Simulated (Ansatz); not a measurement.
**Br₃HOSn: how energies converge with the basis set**

The task here is to estimate one member of a computed series from the others.

Program: Ansatz 0.2.0, Gaussian basis. Level of theory: one geometry, several basis sets. These are calculated values, not measurements.

Levels to be run: PBE0-D4/def2-SVP; ωB97M-V/def2-SVP; PBE0-D4/def2-QZVPP; ωB97M-V/def2-QZVPP; the functionals' def2-TZVPP values are taken from earlier runs.

### The relaxed structure

The geometry comes from an earlier relaxation with PBE0-D4 in a triple-zeta def2 set; it is a stationary point. Sn takes the def2 core potential; no spin-orbit term is included.

SMILES `[OH][Sn]([Br])([Br])[Br]`, 6 atoms, charge 0, spin multiplicity 1.

Atoms are counted from 1 here; the program's logs count them from 0.

Bond lengths: O1–Sn2 1.938 Å, O1–H6 0.962 Å, Sn2–Br3 2.434 Å, Sn2–Br4 2.451 Å, Sn2–Br5 2.451 Å. Angles: Sn2–O1–H6 112.9°, O1–Sn2–Br3 105.7°, O1–Sn2–Br4 110.1°, O1–Sn2–Br5 110.0°, Br3–Sn2–Br4 111.1°, Br3–Sn2–Br5 111.2°, Br4–Sn2–Br5 108.7°.

Coordinates:

```
O    -0.59517    0.37409    1.45175
Sn    0.24179   -0.17482   -0.20732
Br    2.14769   -1.54433    0.43788
Br   -1.34623   -1.45464   -1.56636
Br    0.95591    1.79575   -1.47794
H    -1.36178    0.93986    1.31580
```

The first run:

in.yaml

```yaml
crystal:
  periodic: [false, false, false]
  atoms:
    - {symbol: O, position_ang: [-0.595167, 0.374091, 1.451748]}
    - {symbol: Sn, position_ang: [0.241786, -0.174823, -0.207319]}
    - {symbol: Br, position_ang: [2.147687, -1.544332, 0.437884]}
    - {symbol: Br, position_ang: [-1.346234, -1.454643, -1.566364]}
    - {symbol: Br, position_ang: [0.955912, 1.795750, -1.477942]}
    - {symbol: H, position_ang: [-1.361784, 0.939857, 1.315795]}
basis:
  gaussian: {orbitals: def2-SVP}
hamiltonian: {xc: pbe0, dispersion: d4}
output: {orbitals: {seedname: orbitals}}
```

The run is started by

```bash
> ansatz run in.yaml --threads 4 --pin off --events-out ev --progress --plain --max-ram 11315MiB
```

Steps of the session up to this table: PBE0-D4 in def2-SVP; ωB97M-V in def2-SVP; PBE0-D4 in def2-QZVPP; ωB97M-V in def2-QZVPP.

One of the session's tables, all rows but one given; the rest of the session is left out.

It belongs to the step «Density functionals: the series». 

```
functional       basis  HOMO (eV)  LUMO (eV)
   PBE0-D4    def2-SVP      -8.73      -2.94
   PBE0-D4  def2-TZVPP      -8.85      -3.04
   PBE0-D4  def2-QZVPP      -8.86      -3.05
   ωB97M-V    def2-SVP     -10.92      -0.92
   ωB97M-V  def2-TZVPP          ?          ?
   ωB97M-V  def2-QZVPP     -11.08      -1.14
```

Estimate the missing values for ωB97M-V, def2-TZVPP.

As computed: HOMO (eV): -11.07; LUMO (eV): -1.10. In the column «HOMO (eV)» it lies between ωB97M-V, def2-QZVPP (-11.08) and ωB97M-V, def2-SVP (-10.92).
